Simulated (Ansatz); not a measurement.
I need a single point from an input written key by key of Al3BClH5O, SMILES [BH2][Al]([AlH2])[Al]([OH])[Cl]. Use Ansatz 0.2.0 through its Python package. Use: Hartree-Fock, cc-pVDZ basis, multiplicity 1.

Input file `input.yaml`:
```yaml
crystal:
  periodic: [false, false, false]
  atoms:
    - { symbol: B, position_ang: [-1.4711, -1.0703, 1.4356] }
    - { symbol: Al, position_ang: [-0.2745, -0.362, -0.0786] }
    - { symbol: Al, position_ang: [0.1128, -1.7712, -2.092] }
    - { symbol: Al, position_ang: [0.8986, 1.8716, 0.1067] }
    - { symbol: O, position_ang: [0.5291, 2.9012, 1.5687] }
    - { symbol: Cl, position_ang: [2.1697, 2.5794, -1.4975] }
    - { symbol: H, position_ang: [-1.6858, -0.3469, 2.3764] }
    - { symbol: H, position_ang: [-2.0006, -2.0649, 1.3262] }
    - { symbol: H, position_ang: [1.1186, -1.23, -3.1914] }
    - { symbol: H, position_ang: [-0.5528, -3.2008, -2.1817] }
    - { symbol: H, position_ang: [1.2214, 2.6371, 2.2481] }
basis:
  gaussian: { orbitals: cc-pVDZ }
hamiltonian:
  xc: hf
output:
  forces: true
```

Script `al3bclh5o_deck.py`:
```python
import ansatz as az
import numpy as np

session = az.Session.from_deck("input.yaml")
data = session.plan(threads=1).execute().report

for key in ("converged", "free_energy_ev", "reference_energy_ev", "n_frozen", "n_occupied", "n_virtual"):
    print(f"{key:22s} {data[key]}")
symbols = ["B", "Al", "Al", "Al", "O", "Cl", "H", "H", "H", "H", "H"]

forces = np.array(data["forces_ev_ang"])
print("largest force", round(float(np.linalg.norm(forces, axis=1).max()), 4), "eV/A, rms", round(float(np.sqrt((forces ** 2).mean())), 4))
charges = data["charge_distribution"]
print("dipole moment", round(4.803205 * float(np.linalg.norm(charges["dipole_moment_e_ang"])), 3), "D")
print("Mulliken:", [(s, round(q, 3)) for s, q in zip(symbols, charges["mulliken_charges_e"])])
```

`python al3bclh5o_deck.py` gives:
```text
converged              True
free_energy_ev         -35041.54596009716
reference_energy_ev    -35041.54596009716
n_frozen               0
n_occupied             [37, 37]
n_virtual              [88, 88]
largest force 3.2976 eV/A, rms 0.9893
dipole moment 3.105 D
Mulliken: [('B', -0.055), ('Al', -0.009), ('Al', 0.397), ('Al', 0.842), ('O', -0.593), ('Cl', -0.355), ('H', -0.036), ('H', -0.05), ('H', -0.162), ('H', -0.167), ('H', 0.188)]
```

These settings explore the input space; basis and method may be short of convergence. The geometry is a force-field or estimated start, not a minimum of this method, and the basis set is short of its limit. Finished in 3.8 s on 1 thread of Arm Neoverse V2, on a shared host, peak memory 0.33 GiB.
